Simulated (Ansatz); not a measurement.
SiF in Ansatz: the effect of target pressure

The system is SiF.

```
Si F
1.0
     3.02860    0.00000    0.00000
     0.00000    3.02860    0.00000
     0.00000    0.00000    3.02860
Si F
1 1
Direct
  0.50000 0.50000 0.50000
  0.00000 0.00000 0.00000
```

The cell was built by a generator and needn't be a form met in nature.

Alike in all runs:

| Property | Result |
| --- | --- |
| Program | Ansatz 0.2.0 |
| Task | relaxation of cell and atoms |
| Functional | PBEsol |
| Potentials or basis | Ansatz PAW |
| Cutoff | 420 eV (not typed: the program's choice for these potentials) |
| k mesh | 9 × 9 × 9 |
| Occupations | fermi-dirac, width 0.05 eV |
| Spin | no spin polarisation |

Each run relaxes the cell or the atoms first.

| target pressure | relaxed volume (Å³/atom) |
| --- | --- |
| 0 GPa | 13.26 |
| 2 GPa | ? |
| 5 GPa | 12.59 |
| 10 GPa | 12.06 |
| 20 GPa | 11.25 |
| 30 GPa | 10.64 |

Q: What does the run with target pressure 2 GPa give?

A: Relaxed volume 12.97 Å³/atom.

Worked out: In Murnaghan's law V^(-B') rises as a straight line in P. The other rows fit best with B' = 3.7, V0 = 13.26 Å³/atom and B0 = 88 GPa, which gives 12.97 Å³/atom at 2 GPa, against the run's 12.97.

Caveats: the plane-wave basis is chosen anew once the cell has moved, so the energies of steps on either side of that aren't comparable; an odd number of electrons without spin polarisation forces a metal; a magnetic or distorted state may lie lower; the PAW data sets come from PBE, with cores solved anew for the run's functional, which leaves a small shift of forces and pressure; the volume moved by over 15 % at a fixed basis, so the end points are rough (some runs).

Runs at the PBE level aren't shown here.
